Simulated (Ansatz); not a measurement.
I need a single point in a Gaussian basis of C₂H₈B₂, SMILES CBBC. Use Ansatz 0.2.0 through its Python package. Level of theory: MP2, cc-pVDZ basis, multiplicity 1.

```csv
atom,x (Å),y (Å),z (Å)
C,-1.1914,1.0288,-0.5022
B,-1.0011,0.0823,0.7049
B,0.3638,-0.8124,0.8043
C,1.6038,-0.7021,-0.2942
H,-1.2280,0.4954,-1.4830
H,-2.2240,1.5886,-0.3989
H,-0.4136,1.8451,-0.5321
H,-1.7799,0.0013,1.5424
H,0.5466,-1.5218,1.7816
H,1.1179,-1.0092,-1.2527
H,1.8952,0.3302,-0.3258
H,2.3877,-1.3816,-0.0103
```

The script, `energy_c2h8b2.py`:
```python
# -*- coding: utf-8 -*-
"""Electronic structure of the C2H8B2 molecule."""

import argparse
import json

import ansatz as az

parser = argparse.ArgumentParser(description="Electronic structure of the C2H8B2 molecule.")
parser.add_argument("--basis-set", required=True, help="basis")
parser.add_argument("--level", default="mp2", help="wavefunction method")
args = parser.parse_args()

system = (
    az.Crystal.molecule()
    .atom("C", [-1.1914, 1.0288, -0.5022])
    .atom("B", [-1.0011, 0.0823, 0.7049])
    .atom("B", [0.3638, -0.8124, 0.8043])
    .atom("C", [1.6038, -0.7021, -0.2942])
    .atom("H", [-1.228, 0.4954, -1.483])
    .atom("H", [-2.224, 1.5886, -0.3989])
    .atom("H", [-0.4136, 1.8451, -0.5321])
    .atom("H", [-1.7799, 0.0013, 1.5424])
    .atom("H", [0.5466, -1.5218, 1.7816])
    .atom("H", [1.1179, -1.0092, -1.2527])
    .atom("H", [1.8952, 0.3302, -0.3258])
    .atom("H", [2.3877, -1.3816, -0.0103])
)

calculation = system.calculation().basis(gaussian=args.basis_set).correlation(args.level)
trace = []
done = calculation.session().plan().execute(on_event=trace.append)
rep = done.report
for event in trace:
    if event["event"] == "mean_field_evaluation" and event["data"]["evaluation"] <= 25:
        print("pass {evaluation:3d}  E = {energy_ev:.6f} eV  gradient {gradient_ev:.1e}".format(**event["data"]))

print("reference energy %16.6f eV" % rep["reference_energy_ev"])
print("total energy     %16.6f eV" % rep["free_energy_ev"])
print("occupied orbitals outside the frozen core (up, down):", rep["n_occupied"], " frozen:", rep["n_frozen"], " virtual:", rep["n_virtual"])

parts = rep["correlation"]
for name in ("random_phase", "coupled_cluster", "perturbative"):
    if name in parts:
        print(f"{name:16s} {parts[name]['energy']['hartree']:12.7f} Ha")
if "second_order" in parts:
    pair = parts["second_order"]
    print(f"MP2 same spin {pair['same_spin']['hartree']:.7f} Ha, opposite spin {pair['opposite_spin']['hartree']:.7f} Ha")

state = rep["mean_field"]["state"]
print(f"mean field: {state['energy']['hartree']:.7f} Ha, <S^2> = {abs(state['spin_squared']):.4f}, stability: {state.get('stability', {}).get('kind')}")
with open("c2h8b2.json", "w") as handle:
    json.dump({k: rep[k] for k in ("free_energy_ev", "reference_energy_ev", "n_occupied", "n_virtual")}, handle, indent=1)
```

```console
$ python energy_c2h8b2.py --basis-set cc-pVDZ
pass   1  E = -3526.676378 eV  gradient 3.0e+01
pass   2  E = -3526.676485 eV  gradient 3.0e+01
pass   3  E = -3529.104688 eV  gradient 1.0e+01
pass   4  E = -3529.417485 eV  gradient 2.9e+00
pass   5  E = -3529.453661 eV  gradient 3.5e-01
pass   6  E = -3529.454558 eV  gradient 1.0e-01
pass   7  E = -3529.454403 eV  gradient 1.0e-01
pass   8  E = -3529.454478 eV  gradient 6.8e-05
pass   9  E = -3529.454478 eV  gradient 7.0e-05
pass  10  E = -3529.454478 eV  gradient 1.7e-06
pass  11  E = -3529.454478 eV  gradient 1.7e-06
reference energy     -3529.454478 eV
total energy         -3541.755494 eV
occupied orbitals outside the frozen core (up, down): [11, 11]  frozen: 4  virtual: [81, 81]
MP2 same spin -0.0909855 Ha, opposite spin -0.3610685 Ha
mean field: -129.7050597 Ha, <S^2> = 0.0000, stability: minimum
```

File `c2h8b2.json` afterwards:
```json
{
 "free_energy_ev": -3541.755493828404,
 "reference_energy_ev": -3529.4544781227296,
 "n_occupied": [
  11,
  11
 ],
 "n_virtual": [
  81,
  81
 ]
}
```

Notes:
- The settings weren't tested for convergence.
- The geometry is a force-field or estimated start, not a minimum of this method, and the basis set is short of its limit.
- S² is that of the Hartree-Fock reference.
- Early passes use coarser integrals and grids, so their energies can't be compared with the last.
- Wall time of the script: 1.9 s on 1 thread of Intel(R) Xeon(R) Platinum 8259CL CPU @ 2.50GHz (Skylake/Cascade Lake) (shared host), peak memory 0.2 GiB.

(A comment or docstring line of the script was reworded after the run, the code is as it ran; lines on the test bed's own set-up are left out of the output.)
